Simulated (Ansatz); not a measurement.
# Cr: a single-point run

Aim: a sound single-point run of Cr. The structure is shown as the input types it.

Method: DFT, PBE, PAW with Ansatz's default frozen-core files, scalar-relativistic, in Ansatz 0.2.0.

## Step 1: The structure to begin with

The structure is cubic, space group Im-3m (No. 229). The conventional cell has a = 3.018 Å, b = 3.018 Å, c = 3.018 Å, α = 90.00°, β = 90.00°, γ = 90.00°. Around Cr (site symmetry m-3m) lie 8 Cr at 2.61 Å.

The cell carries a charge of +0.5 e.

As a file:

```xyz
2
Lattice="3.0176 0.0000 0.0000 0.0000 3.0176 0.0000 0.0000 0.0000 3.0176" Properties=species:S:1:pos:R:3 pbc="T T T"
Cr    0.0000    0.0000    0.0000
Cr    1.5088    1.5088    1.5088
```

## Step 2: Input and run

Contents of input.yaml:

```yaml
crystal:
  lattice:
    - [3.0175784883, 0.0, 0.0]
    - [0.0, 3.0175784883, 0.0]
    - [0.0, 0.0, 3.0175784883]
  atoms:
    - { symbol: Cr, position: [0.0, 0.0, 0.0], spin: -3.0 }
    - { symbol: Cr, position: [0.5, 0.5, 0.5], spin: 3.0 }
magnetization:
  spin_polarized: true
kpoints:
  mp_grid: { grid: [11, 11, 11] }
scf:
  occupations: { method: fermi_dirac, width: 0.05 }
  lower_state_search: "off"
  max_iter: 60
hamiltonian:
  xc: pbe
  pseudopotentials: { kind: paw }
output:
  forces: true
  stress: true
  eigenvalues: true
  populations: true
total_charge: 0.5
```

The run is started by

```
> ansatz run input.yaml --threads 1 --pin off --max-ram 3072MiB --backend cpu --events-out ev --progress --plain --runs-dir out
```

**Question.** How will this run end, and is anything wrong with its input?

The program finished normally. Convergence says nothing about whether the input makes sense.

The suspect setting: total_charge is 0.5. The typed charge changes the electron count, so this is no longer the system that was meant.

The test: delete total_charge (the default then holds).
